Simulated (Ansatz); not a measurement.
# Si32H15C3ClO: the cost of one run

Program: Ansatz 0.2.0. Level of theory: DFT PBE+D3(BJ), scalar-relativistic, plane waves, PAW. These are calculated values, not measurements.

### Step 1. The starting structure

Symmetry: P1, No. 1, triclinic system. Conventional cell: a = 7.681 Å, b = 7.681 Å, c = 27.648 Å, α = 90.00°, β = 90.00°, γ = 90.00°. Si (site symmetry 1) is surrounded by 1 O at 1.66 Å. Around Si (site symmetry 1) lie 1 H at 1.50 Å. Around Si (site symmetry 1) lie 3 Si at 2.33 to 2.34 Å. Si (site symmetry 1) has 3 Si at 2.33 to 2.39 Å as nearest neighbours. Si (site symmetry 1) is surrounded by 4 Si at 2.34 to 2.39 Å. Si (site symmetry 1) is surrounded by 4 Si at 2.35 to 2.39 Å. Only part of the 52 independent sites is listed.

As a file:

```xyz
52
Lattice="7.6806 0.0000 0.0000 0.0000 7.6806 0.0000 0.0000 0.0000 27.6476" Properties=species:S:1:pos:R:3 pbc="T T T"
Si    0.0000    0.8478   18.8641
Si    0.0000    3.2354   18.8139
Si    3.8403    1.0831   18.3985
Si    3.8403    3.3112   19.0861
Si    1.8688    0.1044   17.6180
Si    1.9796    3.7476   17.6505
Si    5.8118    0.1044   17.6180
Si    5.7010    3.7476   17.6505
Si    1.8974    1.9653   16.1226
Si    1.9314    5.7558   16.3859
Si    5.7832    1.9653   16.1226
Si    5.7492    5.7558   16.3859
Si    0.0000    1.8735   14.7779
Si    0.0000    5.7236   15.0007
Si    3.8403    1.9556   14.8311
Si    3.8403    5.8012   14.9826
Si    0.0000    7.5860   13.5368
Si    0.0000    3.8453   13.5423
Si    3.8403    0.0062   13.5511
Si    3.8403    3.9139   13.5523
Si    1.9230    7.6636   12.1916
Si    1.9227    3.8577   12.1928
Si    5.7576    7.6636   12.1916
Si    5.7579    3.8577   12.1928
Si    1.9201    1.9201   10.8411
Si    1.9201    5.7604   10.8411
Si    5.7604    1.9201   10.8411
Si    5.7604    5.7604   10.8411
Si    0.0000    1.9201    9.4834
Si    0.0000    5.7604    9.4834
Si    3.8403    1.9201    9.4834
Si    3.8403    5.7604    9.4834
H     0.0000    2.6389    8.1797
H     0.0000    0.4826    9.0784
H     0.0000    6.4831    8.1812
H     0.0000    4.3256    9.0684
H     3.8403    3.3557    9.0730
H     3.8403    1.1958    8.1832
H     3.8403    7.1935    9.0637
H     3.8403    5.0361    8.1819
O     0.0000    0.3545   20.4527
C     0.0000    6.6475   20.8036
H     6.7901    6.1538   20.3707
H     0.8905    6.1538   20.3707
C     0.0000    6.5256   22.3206
H     6.7963    7.0388   22.7228
H     0.8843    7.0388   22.7228
C     0.0000    5.0717   22.7631
H     0.8712    4.5270   22.3798
H     7.6613    4.9761   23.8554
Cl    6.2288    4.2080   22.1498
H     0.0000    3.6901   20.2422
```

### Step 2. Relaxing the atoms: Si32H15C3ClO slab, no spin

Input file input.yaml:

```yaml
crystal:
  lattice:
    - [7.6805938572, 0.0, 0.0]
    - [0.0, 7.6805938572, 0.0]
    - [0.0, 0.0, 27.64765]
  atoms:
    - { symbol: Si, position: [0.0, 0.110379, 0.682305] }
    - { symbol: Si, position: [0.0, 0.421237, 0.680488] }
    - { symbol: Si, position: [0.5, 0.141023, 0.665465] }
    - { symbol: Si, position: [0.5, 0.431116, 0.690333] }
    - { symbol: Si, position: [0.243309, 0.013587, 0.637232] }
    - { symbol: Si, position: [0.257736, 0.487928, 0.63841] }
    - { symbol: Si, position: [0.756691, 0.013587, 0.637232] }
    - { symbol: Si, position: [0.742264, 0.487928, 0.63841] }
    - { symbol: Si, position: [0.247042, 0.255879, 0.583145] }
    - { symbol: Si, position: [0.251469, 0.749397, 0.592668] }
    - { symbol: Si, position: [0.752958, 0.255879, 0.583145] }
    - { symbol: Si, position: [0.748531, 0.749397, 0.592668] }
    - { symbol: Si, position: [0.0, 0.243923, 0.534507] }
    - { symbol: Si, position: [0.0, 0.745197, 0.542568] }
    - { symbol: Si, position: [0.5, 0.254615, 0.536431] }
    - { symbol: Si, position: [0.5, 0.75531, 0.541911] }
    - { symbol: Si, position: [0.0, 0.987682, 0.489619] }
    - { symbol: Si, position: [0.0, 0.500652, 0.489818] }
    - { symbol: Si, position: [0.5, 0.00080896, 0.490134] }
    - { symbol: Si, position: [0.5, 0.509589, 0.490179] }
    - { symbol: Si, position: [0.250368, 0.9977823, 0.440963] }
    - { symbol: Si, position: [0.250328, 0.502265, 0.441006] }
    - { symbol: Si, position: [0.749632, 0.9977823, 0.440963] }
    - { symbol: Si, position: [0.749672, 0.502265, 0.441006] }
    - { symbol: Si, position: [0.25, 0.25, 0.392118] }
    - { symbol: Si, position: [0.25, 0.75, 0.392118] }
    - { symbol: Si, position: [0.75, 0.25, 0.392118] }
    - { symbol: Si, position: [0.75, 0.75, 0.392118] }
    - { symbol: Si, position: [0.0, 0.25, 0.343009] }
    - { symbol: Si, position: [0.0, 0.75, 0.343009] }
    - { symbol: Si, position: [0.5, 0.25, 0.343009] }
    - { symbol: Si, position: [0.5, 0.75, 0.343009] }
    - { symbol: H, position: [0.0, 0.343581, 0.295854] }
    - { symbol: H, position: [0.0, 0.062828, 0.328361] }
    - { symbol: H, position: [0.0, 0.844088, 0.295909] }
    - { symbol: H, position: [0.0, 0.563189, 0.328] }
    - { symbol: H, position: [0.5, 0.436908, 0.328165] }
    - { symbol: H, position: [0.5, 0.155696, 0.295983] }
    - { symbol: H, position: [0.5, 0.93658, 0.327829] }
    - { symbol: H, position: [0.5, 0.65569, 0.295936] }
    - { symbol: O, position: [0.0, 0.046152, 0.739764] }
    - { symbol: C, position: [0.0, 0.865489, 0.752454] }
    - { symbol: H, position: [0.884054, 0.801215, 0.736795] }
    - { symbol: H, position: [0.115946, 0.801215, 0.736795] }
    - { symbol: C, position: [0.0, 0.849623, 0.807324] }
    - { symbol: H, position: [0.88486, 0.916442, 0.82187] }
    - { symbol: H, position: [0.11514, 0.916442, 0.82187] }
    - { symbol: C, position: [0.0, 0.660328, 0.823328] }
    - { symbol: H, position: [0.11343413, 0.58940731, 0.80946557] }
    - { symbol: H, position: [0.99749213, 0.64787549, 0.86283633] }
    - { symbol: Cl, position: [0.81097336, 0.54787309, 0.80114471] }
    - { symbol: H, position: [0.0, 0.48044, 0.732148] }
scf:
  occupations: { method: gaussian, width: 0.03 }
output:
  forces: true
  write_density: true
  write_potential: true
  elf: true
  volumetric_format: npy
hamiltonian:
  xc: pbe
  dispersion: d3bj
efield:
  axis: 3
  dipole_correction: true
kpoints:
  mp_grid: { grid: [4, 4, 1] }
relax:
  f_tol: 0.008
  constraints: [{ sites: [24, 25, 26, 27, 28, 29, 30, 31] }]
```

The run is started by

```
$ ansatz run input.yaml --threads 8 --pin off --max-ram 20480MiB --backend cpu --events-out ev --progress --plain --runs-dir out
```

What time and memory should one allow on 8 threads of Intel Xeon Platinum 8259CL at 2.50GHz (Skylake/Cascade Lake), shared host?

About 6.5 min, with a peak of 8.1 GiB.
